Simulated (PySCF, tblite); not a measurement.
# C₆H₈BNS: geometry, infrared bands and NMR shifts

Wanted: the infrared bands and NMR shifts of C₆H₈BNS (`C#[N+][B@@H-](C)c1cccs1`), by calculation.

Programs: tblite 0.8.0 and PySCF 2.14.0, with density-fitted response routines of our own. Each step states its level of theory. These are calculated values for one molecule in the gas phase, unless marked as measured. Atoms count from 0, in the outputs and in this text.

### 1 The starting structure

17 atoms, charge 0, multiplicity 1; geometry from: force field or distance geometry start.

Bonds of the start (Å): C0–N1 1.16, N1–B2 1.50, B2–C3 1.61, B2–C4 1.56, C4–C5 1.36, C5–C6 1.35, C6–C7 1.37, C7–S8 1.79, S8–C4 1.77, C0–H9 1.09, B2–H10 1.19, C3–H11 1.13, C3–H12 1.09, C3–H13 1.09, C5–H14 1.11, C6–H15 1.11, C7–H16 1.08.

### 2 Optimising the geometry with GFN2-xTB

Job settings and geometry (Å):

```
{"job": {"kind": "relax", "xc": "GFN2-xTB", "basis": "xTB"}, "charge": 0, "multiplicity": 1}
C     -2.871500     0.053600     1.521200
N     -2.024800    -0.349300     0.845900
B     -0.916700    -0.868300    -0.014600
C     -1.305700    -0.701700    -1.565900
C      0.354800    -0.029600     0.314700
C      1.564900    -0.118600    -0.306000
C      2.566400     0.685100     0.101300
C      2.340500     1.565900     1.123100
S      0.627900     1.239300     1.517200
H     -3.676300     0.451100     2.141900
H     -0.731900    -2.014500     0.267300
H     -2.153500    -1.408700    -1.787400
H     -0.453900    -0.877200    -2.226600
H     -1.656700     0.325500    -1.705000
H      1.709700    -0.848100    -1.131400
H      3.578500     0.644500    -0.355300
H      3.041400     2.263000     1.548500
```

The run is started by

```console
OMP_NUM_THREADS=1 python probes_run.py task.json out
```

The driver reads the jobs from task.json and runs them one after another.

**Question.** This job is followed by: GFN2-xTB harmonic vibrations, gas phase; GIAO PBE0/pcSseg-1 NMR shielding, non-relativistic, gas phase. What will the session give for the following? strongest single infrared mode (GFN2-xTB); zero-point energy (GFN2-xTB); 13C shifts against TMS (PBE0/pcSseg-1); 1H shifts against TMS (PBE0/pcSseg-1, means over atoms taken as alike); 15N shifts against NH3 (PBE0/pcSseg-1); 11B shifts against BF3·OEt2 (PBE0/pcSseg-1); 33S shifts against CS2 (PBE0/pcSseg-1); surface potential, 1st and 99th percentile.

As calculated:

```
                                                              quantity                                        value
                             strongest single infrared mode (GFN2-xTB)                        2237 cm⁻¹, 209 km/mol
                                          zero-point energy (GFN2-xTB)                                77.6 kcal/mol
                                13C shifts against TMS (PBE0/pcSseg-1)  161.6, 133.5, 132.0, 128.8, 112.2, 14.0 ppm
1H shifts against TMS (PBE0/pcSseg-1, means over atoms taken as alike)       7.20, 7.04, 6.91, 4.35, 3.35, 0.41 ppm
                                15N shifts against NH3 (PBE0/pcSseg-1)                                    244.7 ppm
                           11B shifts against BF3·OEt2 (PBE0/pcSseg-1)                                    -30.6 ppm
                                33S shifts against CS2 (PBE0/pcSseg-1)                                      220 ppm
                                 surface potential, 1st and 99th percentile                           -1.25 V and 3.10 V
```

**Reading.** Relaxing lowered the energy by 0.646 eV in 71 steps; the close pair that moved most is C5–C6, from 1.347 to 1.415 Å. The lowest mode is slightly imaginary (13i cm⁻¹), a soft motion within the noise of the Hessian, so the minimum is not strictly shown. The strongest single mode, at 2237 cm⁻¹, moves mainly N1 and C0. GFN2-xTB is a fitted tight-binding method: band positions and strengths are rough. Its intensities can rank the bands wrongly. At PBE0/pcSseg-1: The widest tensor belongs to N1: span 517 ppm, with a paramagnetic part of -303 ppm. NICS(1)zz of -26 ppm above the planar ring from C4 marks a diatropic (aromatic) ring current. By nearest atom (PBE0/pcSseg-1), the HOMO sits on C4, C7 about 27 % each; C5 16 % and the LUMO on C0 41 %; N1 34 %.
